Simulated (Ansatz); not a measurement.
# WH (octet): from Hartree-Fock to the top rungs, def2-QZVPP

One table from this session's results is given with a row withheld; the runs are named, their logs left out.

Program: Ansatz 0.2.0, Gaussian basis. Level of theory: def2-QZVPP, core rule «outside noble gas», up to 4 orbitals frozen. These are calculated values, not measurements.

To be run: UHF; ROHF; CCSD(T) on UHF.

**The system**

The geometry is a PBE0/def2-TZVP stationary point (not a proven minimum) of the parent state, kept for this charge and spin. No spin-orbit coupling is included. Elements past krypton take def2 core potentials.

2 atoms, charge 0, spin multiplicity 8.

Atoms are counted from 1 here; the program's logs count them from 0.

Bond lengths: W1–H2 1.713 Å.

The first run:

Input file in.yaml:

```yaml
crystal:
  periodic: [false, false, false]
  atoms:
    - {symbol: W, position_ang: [0.000000, 0.000000, 0.000000]}
    - {symbol: H, position_ang: [0.000000, 0.000000, 1.712600]}
basis:
  gaussian: {orbitals: "def2-QZVPP.json"}
magnetization: {spin_polarized: true, initial_magnetization: 7}
hamiltonian: {xc: hf}
output: {orbitals: {seedname: orbitals}}
```

Command:

```console
ansatz run in.yaml --threads 1 --pin off --events-out ev --progress --plain --max-ram 4096MiB --backend cpu
```

Steps of the session up to this table: UHF; ROHF; CCSD(T) on UHF.

One of the session's tables, all rows but one given; the rest of the session is left out.

| method | from UCCSD(T) (meV) |
| --- | --- |
| ROHF | +2685.3 |
| UHF | +2564.9 |
| UMP2 | +321.6 |
| UCCSD | ? |
| UCCSD(T) | 0 |

**Question.** Estimate the row for UCCSD.

**Answer.** from UCCSD(T) (meV): +74.6. In the column «from UCCSD(T) (meV)» it lies between UCCSD(T) (0) and UMP2 (+321.6).
